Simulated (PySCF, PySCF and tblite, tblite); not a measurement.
# C₄H₃F₃O: telling isomers apart by computed NMR, part 1 of 3

Aim: see whether computed shieldings tell isomers of C₄H₃F₃O apart.

Programs: PySCF 2.14.0 with density-fitted response routines of our own, and tblite 0.8.0. All values are computed, except where a source is named. Atoms count from 0 throughout.

## 1. The molecule as given

11 atoms, charge 0, multiplicity 1; geometry from: MMFF94s geometry. This is the first candidate.

Bonds of the start (Å): C1–C2 1.48, C1–H8 1.11, C2–C3 1.33, C2–H9 1.10, C3–C4 1.50, C3–H10 1.08, C4–F5 1.35, C4–F6 1.34, C4–F7 1.35, O0–C1 1.21.

## 2. GFN2-xTB relaxation, isomer A, conformer 1

Job settings and geometry (Å):

```
{"job": {"xc": "GFN2-xTB", "basis": "xTB", "kind": "relax"}, "charge": 0, "multiplicity": 1}
O     -2.774200    -0.800500    -0.048900
C     -1.580000    -0.678500     0.109000
C     -0.933400     0.650400     0.160700
C      0.372100     0.856000     0.327800
C      1.415700    -0.195500     0.531600
F      2.639400     0.353900     0.674100
F      1.174100    -0.947400     1.616500
F      1.484700    -1.028800    -0.531900
H     -0.910700    -1.559200     0.246900
H     -1.628700     1.487600     0.033100
H      0.746500     1.864600     0.349100
```

The run is started by

```bash
> OMP_NUM_THREADS=1 python ens_run.py task.json out
```

One launch serves the whole session.

What it wrote:

```text
step      E/eV     max force
  0    -770.15578    0.829
  1    -770.17066    0.919
  2    -770.18246    0.331
  3    -770.18574    0.133
  4    -770.18674    0.118
  5    -770.18714    0.062
  6    -770.18739    0.039
  7    -770.18739    0.039
  8    -770.18747    0.041
  9    -770.18759    0.048
 10    -770.18766    0.039
 11    -770.18778    0.040
 12    -770.18788    0.040
 13    -770.18799    0.036
 14    -770.18810    0.035
 15    -770.18820    0.027
 16    -770.18829    0.027
 17    -770.18839    0.027
 18    -770.18849    0.026
 19    -770.18856    0.021
 20    -770.18859    0.013
 21    -770.18861    0.010
 22    -770.18862    0.010
 23    -770.18862    0.008
 24    -770.18863    0.006
 25    -770.18863    0.006
 26    -770.18863    0.004
 27    -770.18864    0.004
```

It took 0.09 s on 1 thread of Arm Neoverse V2, shared host.

The energy fell by 0.033 eV, and the atoms moved 0.02 Å (root mean square).

GFN2-xTB relaxation, isomer A, conformer 2:

Job settings and geometry (Å):

```
{"job": {"xc": "GFN2-xTB", "basis": "xTB", "kind": "relax"}, "charge": 0, "multiplicity": 1}
O      1.161700    -0.134700    -1.659500
C      1.643800     0.104000    -0.583400
C      0.905500     0.109100     0.704000
C     -0.416200     0.019700     0.836700
C     -1.397100    -0.104400    -0.301100
F     -2.656100    -0.100700     0.178400
F     -1.329600     0.910200    -1.169700
F     -1.265500    -1.245200    -0.984600
H      2.730300     0.347000    -0.460500
H      1.513700     0.204600     1.592400
H     -0.892000     0.036100     1.808400
```

What it wrote:

```text
step      E/eV     max force
  0    -770.08582    0.539
  1    -770.08796    0.554
  2    -770.09023    0.112
  3    -770.09060    0.070
  4    -770.09078    0.043
  5    -770.09083    0.024
  6    -770.09086    0.018
  7    -770.09088    0.014
  8    -770.09090    0.015
  9    -770.09092    0.014
 10    -770.09093    0.011
 11    -770.09094    0.012
 12    -770.09096    0.012
 13    -770.09098    0.017
 14    -770.09100    0.021
 15    -770.09104    0.024
 16    -770.09110    0.026
 17    -770.09115    0.026
 18    -770.09122    0.027
 19    -770.09129    0.024
 20    -770.09139    0.030
 21    -770.09152    0.041
 22    -770.09175    0.057
 23    -770.09216    0.085
 24    -770.09276    0.114
 25    -770.09355    0.079
 26    -770.09077    0.593
 27    -770.09449    0.071
 28    -770.09483    0.064
 29    -770.09170    0.691
 30    -770.09580    0.049
 31    -770.09632    0.046
 32    -770.09574    0.482
 33    -770.09748    0.062
 34    -770.09786    0.077
 35    -770.09844    0.183
 36    -770.09877    0.098
 37    -770.09936    0.050
 38    -770.10001    0.056
 39    -770.10031    0.193
 40    -770.10093    0.064
 41    -770.10121    0.060
 42    -770.10151    0.250
 43    -770.10227    0.041
 44    -770.10253    0.030
 45    -770.10278    0.044
 46    -770.10284    0.032
 47    -770.10300    0.014
 48    -770.10304    0.009
 49    -770.10305    0.008
 50    -770.10306    0.008
 51    -770.10307    0.006
 52    -770.10308    0.008
 53    -770.10308    0.007
 54    -770.10309    0.006
 55    -770.10309    0.008
 56    -770.10310    0.009
 57    -770.10312    0.010
 58    -770.10313    0.008
 59    -770.10314    0.006
 60    -770.10314    0.005
 61    -770.10314    0.005
 62    -770.10315    0.005
 63    -770.10315    0.006
 64    -770.10316    0.008
 65    -770.10316    0.008
 66    -770.10317    0.005
 67    -770.10317    0.003
```

It took 0.24 s on 1 thread of Arm Neoverse V2, shared host.

Relaxing gained 0.017 eV and moved the atoms by 0.28 Å on average (rms).

## 3. Shieldings, isomer A, conformer 1: B3LYP/pcSseg-1 in chloroform

Job settings and geometry (Å):

```
{"job": {"xc": "B3LYP", "basis": "pcSseg-1", "solvent": "chloroform", "kind": "nmr", "pop": true}, "charge": 0, "multiplicity": 1}
O     -2.752824    -0.831562    -0.045224
C     -1.573298    -0.681158     0.117197
C     -0.935747     0.652366     0.157160
C      0.361898     0.883490     0.333597
C      1.395797    -0.192326     0.521282
F      2.617527     0.330083     0.674809
F      1.164918    -0.953264     1.604616
F      1.466814    -1.033847    -0.524153
H     -0.893635    -1.538976     0.246895
H     -1.615813     1.484054     0.028163
H      0.769788     1.883809     0.353695
```

What it wrote:

```text
coarse grid: 10552 points
cycle   1  E = -528.5952950252  dE =  1.377e+00  |g| = 1.186e+00  |ddm| = 3.023e+00
cycle   2  E = -527.9595787724  dE =  6.357e-01  |g| = 2.218e+00  |ddm| = 2.755e+00
cycle   3  E = -528.8259785814  dE = -8.664e-01  |g| = 2.679e-01  |ddm| = 2.217e+00
cycle   4  E = -528.8385680994  dE = -1.259e-02  |g| = 1.079e-01  |ddm| = 2.625e-01
cycle   5  E = -528.8404015561  dE = -1.833e-03  |g| = 2.415e-02  |ddm| = 8.070e-02
cycle   6  E = -528.8405155622  dE = -1.140e-04  |g| = 7.181e-03  |ddm| = 1.916e-02
cycle   7  E = -528.8405247693  dE = -9.207e-06  |g| = 2.940e-03  |ddm| = 5.647e-03
final grid: 106968 points
cycle   8  E = -528.9225755590  dE = -3.081e-05  |g| = 8.806e-03  |ddm| = 2.711e-02
cycle   9  E = -528.9225356974  dE =  3.986e-05  |g| = 1.662e-02  |ddm| = 1.761e-02
cycle  10  E = -528.9225906179  dE = -5.492e-05  |g| = 1.517e-03  |ddm| = 1.260e-02
cycle  11  E = -528.9225910002  dE = -3.822e-07  |g| = 2.953e-04  |ddm| = 1.172e-03
cycle  12  E = -528.9225910107  dE = -1.050e-08  |g| = 1.529e-04  |ddm| = 2.802e-04
cycle  13  E = -528.9225910161  dE = -5.473e-09  |g| = 3.770e-05  |ddm| = 1.305e-04
cycle  14  E = -528.9225910164  dE = -2.697e-10  |g| = 9.282e-06  |ddm| = 2.855e-05
converged SCF energy = -528.9225910164

GIAO shielding tensors (ppm)
atom      isotropic    diamagn.    paramagn.     s11        s22        s33       span
  0 O     -372.499     397.729    -770.228  -1060.387   -426.109    368.998   1429.385
  1 C      -15.742     249.252    -264.993   -100.385    -40.084     93.245    193.630
  2 C       34.450     254.883    -220.433    -70.593     39.680    134.262    204.855
  3 C       33.675     256.891    -223.216    -81.522     49.143    133.405    214.928
  4 C       47.779     240.271    -192.491     41.307     47.307     54.723     13.416
  5 F      248.598     471.465    -222.867    180.061    221.184    344.548    164.487
  6 F      228.160     475.208    -247.048    144.921    217.705    321.853    176.933
  7 F      228.072     476.933    -248.861    144.846    217.521    321.850    177.004
  8 H       21.432      29.852      -8.420     18.937     20.087     25.273      6.336
  9 H       25.352      30.510      -5.157     22.804     24.452     28.801      5.997
 10 H       24.554      29.939      -5.386     22.134     22.945     28.583      6.449
```

It took 19 s on 1 thread of Arm Neoverse V2, shared host.

In short: HOMO -7.73 eV, LUMO -2.70 eV; dipole 2.92 D.

The fields below are evaluated on a grid from the run's orbitals.

Frontier orbitals at B3LYP/pcSseg-1, with the share of their density that lies nearest to each atom:

```tsv
orbital	energy (eV)	lies on
HOMO	-7.73	O0 67 %; H8 14 %; C2 10 %
LUMO	-2.70	C1, C3 about 23 % each; O0 20 %; C2 16 %
```

ELF in a plane through or near 9 of the atoms.

Ten even steps from '0' (0.00) to '9' (1.00):
```
0000000000000000000000000000
0000000000000000000000000000
0000000000000000000000000000
0000000000000000000000000000
0000000000000007870000000000
0000000000000039992024310000
0000000000000049995167740000
0000022101210029995589861000
0000157633232005732834862000
0000278774836103732766862000
0000267575798574485268851000
0000148861453384844014520000
0000024520684374599300000000
0000000003999625999910000000
0000000008999703899930000000
0000000007999400599700000000
0000000000232000000000000000
0000000000000000000000000000
0000000000000000000000000000
0000000000000000000000000000
```
The map spans 10.9 Å across and 8.8 Å up, centred on the molecule. Atoms in the plane (x, y in Å): O0 (2.8, 0.6), C1 (1.6, 0.5), C2 (0.9, -0.7), C3 (-0.4, -0.8), C4 (-1.4, 0.3), F5 (-2.7, -0.1), H8 (1.0, 1.5), H9 (1.5, -1.6), H10 (-0.9, -1.8).

log10 of the density (e/Å³) in the same plane.

Ten even steps from '0' (-4.0) to '9' (1.9):
```
0000000000000000000000000000
0000000000000000000000000000
0000000000000000000000000000
0000000000000112221100000000
0000000022333233443222210000
0000001234444345554444332000
0000123345554446665555543200
0001244455665456776677653200
0002456666766546678788754310
0012467877976556677788754310
0013468976677667776666543200
0002456765678878976544432100
0001345555677777776543321000
0000123344677666676532100000
0000011234566545565432100000
0000000123455434444321000000
0000000012233222222110000000
0000000000111111111000000000
0000000000000000000000000000
0000000000000000000000000000
```
The map spans 10.9 Å across and 8.8 Å up, centred on the molecule. Atoms in the plane (x, y in Å): O0 (2.8, 0.6), C1 (1.6, 0.5), C2 (0.9, -0.7), C3 (-0.4, -0.8), C4 (-1.4, 0.3), F5 (-2.7, -0.1), H8 (1.0, 1.5), H9 (1.5, -1.6), H10 (-0.9, -1.8).

On the surface of density 0.002 e/bohr³ the electrostatic potential runs, from the 1st to the 99th percentile, from -1.60 V near O0 to 1.80 V near H10.

## 4. Shieldings, isomer A, conformer 2: B3LYP/pcSseg-1 in chloroform

Job settings and geometry (Å):

```
{"job": {"xc": "B3LYP", "basis": "pcSseg-1", "solvent": "chloroform", "kind": "nmr", "pop": false}, "charge": 0, "multiplicity": 1}
O      1.378059    -0.515888    -1.566498
C      1.609218     0.138526    -0.593099
C      0.904953     0.033352     0.707858
C     -0.409525    -0.073858     0.855966
C     -1.383049    -0.070510    -0.291550
F     -2.625902     0.192850     0.148908
F     -1.106937     0.863400    -1.212222
F     -1.449570    -1.247661    -0.922365
H      2.421256     0.892269    -0.572056
H      1.541725     0.072360     1.581013
H     -0.881853    -0.139175     1.825115
```

What it wrote:

```text
coarse grid: 10552 points
cycle   1  E = -528.5949515724  dE =  1.386e+00  |g| = 1.177e+00  |ddm| = 3.021e+00
cycle   2  E = -528.0181378650  dE =  5.768e-01  |g| = 2.153e+00  |ddm| = 2.203e+00
cycle   3  E = -528.8209499976  dE = -8.028e-01  |g| = 2.632e-01  |ddm| = 1.704e+00
cycle   4  E = -528.8327862939  dE = -1.184e-02  |g| = 1.017e-01  |ddm| = 2.194e-01
cycle   5  E = -528.8343320851  dE = -1.546e-03  |g| = 2.728e-02  |ddm| = 6.784e-02
cycle   6  E = -528.8344855858  dE = -1.535e-04  |g| = 7.946e-03  |ddm| = 2.198e-02
cycle   7  E = -528.8344988911  dE = -1.331e-05  |g| = 2.898e-03  |ddm| = 6.614e-03
cycle   8  E = -528.8345007411  dE = -1.850e-06  |g| = 5.727e-04  |ddm| = 2.312e-03
final grid: 106968 points
cycle   9  E = -528.9164238559  dE = -3.285e-05  |g| = 7.187e-03  |ddm| = 2.266e-02
cycle  10  E = -528.9164066254  dE =  1.723e-05  |g| = 1.229e-02  |ddm| = 1.181e-02
cycle  11  E = -528.9164325140  dE = -2.589e-05  |g| = 1.735e-03  |ddm| = 8.058e-03
cycle  12  E = -528.9164330356  dE = -5.217e-07  |g| = 2.383e-04  |ddm| = 1.200e-03
cycle  13  E = -528.9164330420  dE = -6.303e-09  |g| = 1.188e-04  |ddm| = 2.032e-04
cycle  14  E = -528.9164330449  dE = -2.925e-09  |g| = 3.094e-05  |ddm| = 9.250e-05
cycle  15  E = -528.9164330451  dE = -2.069e-10  |g| = 1.052e-05  |ddm| = 2.712e-05
converged SCF energy = -528.9164330451

GIAO shielding tensors (ppm)
atom      isotropic    diamagn.    paramagn.     s11        s22        s33       span
  0 O     -366.961     403.531    -770.492  -1040.773   -433.468    373.358   1414.131
  1 C      -18.382     245.628    -264.010   -105.848    -41.373     92.075    197.924
  2 C       33.172     259.224    -226.052    -76.749     40.580    135.685    212.434
  3 C       43.526     255.798    -212.271    -53.767     50.034    134.312    188.079
  4 C       48.503     239.823    -191.320     41.811     47.172     56.527     14.715
  5 F      246.392     472.338    -225.946    172.114    222.271    344.790    172.676
  6 F      246.763     477.042    -230.278    174.976    231.767    333.546    158.570
  7 F      229.749     475.019    -245.270    139.400    228.438    321.408    182.007
  8 H       21.648      26.728      -5.080     19.500     21.470     23.975      4.475
  9 H       24.826      30.463      -5.637     21.664     25.166     27.649      5.985
 10 H       25.498      30.237      -4.739     23.498     24.762     28.234      4.736
```

Run time: 14 s. Hardware: 1 thread of Arm Neoverse V2, shared host.

Key values: HOMO -7.68 eV, LUMO -2.40 eV; dipole 4.98 D.

## 5. Averages, isomer A: properties at B3LYP/pcSseg-1 in chloroform

Job settings and geometry (Å):

```
{"job": {"study": "conf", "smiles": "O=C/C=C\\C(F)(F)F", "search": {"seed": 7861, "n_embed": 60, "ff_keep": 14, "window": 2.5, "nmax": 6, "temps": [250, 298.15, 350], "t_ref": 298.15, "order": 0.002}, "level": {"nmr": {"xc": "B3LYP", "basis": "pcSseg-1", "solvent": "chloroform"}}, "kind": "conf"}, "charge": 0, "multiplicity": 1}
O     -2.752824    -0.831562    -0.045224
C     -1.573298    -0.681158     0.117197
C     -0.935747     0.652366     0.157160
C      0.361898     0.883490     0.333597
C      1.395797    -0.192326     0.521282
F      2.617527     0.330083     0.674809
F      1.164918    -0.953264     1.604616
F      1.466814    -1.033847    -0.524153
H     -0.893635    -1.538976     0.246895
H     -1.615813     1.484054     0.028163
H      0.769788     1.883809     0.353695
```

What it wrote:

```text
conformer  sym    E(xTB)   E(DFT)   G(298.15 K)  weight  dipole/D
    1     Cs      0.000    0.000    0.000   0.9941    2.923
    2     C1      1.971    3.690    3.040   0.0059    4.983

mean shielding (ppm) by class
class atoms           250 K   298.15 K      350 K
  0 O  0           -372.488   -372.466   -372.424
  1 C  1            -15.747    -15.757    -15.778
  2 C  2             34.447     34.442     34.433
  3 C  3             33.695     33.733     33.809
  4 C  4             47.781     47.783     47.789
  5 F  5,6,7        234.955    234.979    235.025
  6 H  8             21.433     21.434     21.435
  7 H  9             25.351     25.349     25.345
  8 H  10            24.555     24.559     24.566
```

It took 34 s on 1 thread of Arm Neoverse V2, shared host. This counts the runs that the step sums up.

The search (ETKDG and KDG, MMFF94s, GFN2-xTB) embedded 60 structures, kept 3 distinct ones after the force field and 2 after xTB; 2 were carried on (window 2.5 kcal/mol at the search's own energies). Energies: B3LYP/pcSseg-1 in chloroform with D3(BJ).

The conformers at 298 K:

```tsv
no.	group	mirror pair	ΔE xTB	ΔE DFT	ΔG	weight (%)	μ (D)	O0–C1–C2–C3 (°)	A, B, C (GHz)
1	Cs	no	0.00	0.00	0.00	99.4	2.92	180	4.52, 1.19, 1.13
2	C1	yes	1.97	3.69	3.04	0.6	4.98	-44	3.75, 1.60, 1.42
```

Energies in kcal/mol. ΔG holds xTB vibrations and rotation, symmetry numbers and mirror pairs.

Weights (%) by temperature:

```tsv
no.	250 K	298 K	350 K
1	99.8	99.4	98.6
2	0.2	0.6	1.4
```

How the weights hang on the way they are made:

```tsv
scheme	1	2	mean μ (D)
DFT free energy	99	1	2.94
DFT energy, symmetry counted	100	0	2.93
DFT energy alone	100	0	2.93
xTB energy, symmetry counted	93	7	3.06
xTB free energy	90	10	3.12
lowest conformer only	100	0	2.92
equal weights	50	50	3.95
conformers found from three starts alone	0	100	4.98
```

Shifts against references run at the same level (1H TMS 31.81, 13C TMS 182.6 ppm of shielding), by class of atoms, at 298 K:

```tsv
atoms	environment	no. 1	no. 2	average
C1	aldehyde carbonyl carbon	198.3	200.9	198.3
C3	β carbon of a C=C–C=O unit	148.9	139.0	148.8
C2	α carbon of a C=C–C=O unit	148.1	149.4	148.1
C4	CF3 carbon	134.8	134.1	134.8
H8	hydrogen on an aldehyde carbonyl carbon	10.38	10.17	10.38
H10	hydrogen on a β carbon of a C=C–C=O unit	7.26	6.32	7.25
H9	hydrogen on an α carbon of a C=C–C=O unit	6.46	6.99	6.46
O0	aldehyde oxygen	-372.5 (σ)	-367.0 (σ)	-372.5 (σ)
F5, F6, F7	fluorine of a CF3 group	234.9 (σ)	241.0 (σ)	235.0 (σ)
```

Effective distances for nuclear Overhauser effects, ⟨r⁻⁶⟩^(−1/6) over all pairs of two classes (Å): H9···H10 2.44; H8···H9 3.11; H8···H10 3.81.

(Continued in part 2 of 3.)
